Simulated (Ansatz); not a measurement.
## SnSe, space group Fm-3m: a Delta-SCF excitation, step by step

Program: Ansatz 0.2.0 through its Python package.

The script reads `snse.cif`:
```cif
data_SnSe
_cell_length_a 4.256783
_cell_length_b 4.256783
_cell_length_c 4.256783
_cell_angle_alpha 60.00000
_cell_angle_beta 60.00000
_cell_angle_gamma 60.00000
_symmetry_space_group_name_H-M 'P 1'
_symmetry_Int_Tables_number 1
loop_
_symmetry_equiv_pos_as_xyz
'x, y, z'
loop_
_atom_site_label
_atom_site_type_symbol
_atom_site_fract_x
_atom_site_fract_y
_atom_site_fract_z
Sn1 Sn    0.000000    0.000000    0.000000
Se2 Se    0.500000    0.500000    0.500000
```

Notebook, run cell by cell (the value of a cell's last expression is shown):

**Cell 1**
```python
import ansatz
from ase.io import read
```

**Cell 2**
```python
atoms = read('snse.cif')
structure = ansatz.Crystal.from_ase(atoms)
```

**Cell 3**
```python
[site.symbol for site in structure.resolved().sites]
```
Output:
```text
['Sn', 'Se']
```

**Cell 4**
```python
ground = (
    structure.calculation()
    .functional('lda')
    .basis(41 * ansatz.Ry)
    .kpoints(1, 1, 1)
    .occupations('fermi_dirac', width=0.01)
    .scf(extra_bands=4)
    .band_table()
)
excited = ground.excitation(hole_k=0, hole_band='v1', hole_track='overlap', particle_k=0, particle_band='c1', particle_track='overlap')
low, high = ground.run(threads=1, backend='cpu').report, excited.run(threads=1, backend='cpu').report
share = low['kweights'][0]
top = round(low['n_electrons'] / 2)
print('Kohn-Sham gap at the first k-point:', round(low['eigenvalues_ev'][0][top] - low['eigenvalues_ev'][0][top - 1], 3), 'eV')
print('energy difference per cell:', round(high['lagrangian_ev'] - low['lagrangian_ev'], 4), 'eV; weight of the point', round(share, 4))
print('per electron moved:', round((high['lagrangian_ev'] - low['lagrangian_ev']) / share, 3), 'eV')
```
Output:
```text
RunWarning: ΔSCF hole: seed band 14 (bands are counted from 0) lies in a 3-fold degenerate manifold [12, 13, 14] at 1.0e-4 eV resolution, on a gap of 3.52e0 eV certified (the least, over the bands outside them, of the distance in energy less both bands' residual norms) and a largest residual norm of 9.11e-6 eV — constrained occupation is ambiguous
RunWarning: ΔSCF particle: seed band 15 (bands are counted from 0) lies in a 3-fold degenerate manifold [15, 16, 17] at 1.0e-4 eV resolution, on a gap of 1.72e0 eV certified (the least, over the bands outside them, of the distance in energy less both bands' residual norms) and a largest residual norm of 1.74e-5 eV — constrained occupation is ambiguous
Kohn-Sham gap at the first k-point: 5.623 eV
energy difference per cell: 5.8623 eV; weight of the point 1.0
per electron moved: 5.862 eV
```

Reading the output:
- Spin-orbit coupling, left out here, can change this gap by several tenths of an eV, and inverted bands can meet off the mesh.
- The computed bands are complete only to about 4.5 eV above the Fermi level.
- The k-point mesh is coarse, and energy and stress weren't tested for convergence.
- The structure is a deposited one; some such entries were measured under pressure or heat, so a shift against it needn't be the functional's error alone.
- Levels are Kohn-Sham eigenvalues on this mesh, without spin-orbit coupling.
- Warnings are shown shortened and without file and line.
- One k-point of a small cell stands for a dense array of excitations, so this isn't the optical gap of the solid.
- Run time: 2.8 s on 1 thread of Intel(R) Xeon(R) Platinum 8259CL CPU @ 2.50GHz (Skylake/Cascade Lake), on a shared host, peak memory 0.45 GiB.

(Lines on the test bed's own set-up are left out of the output.)
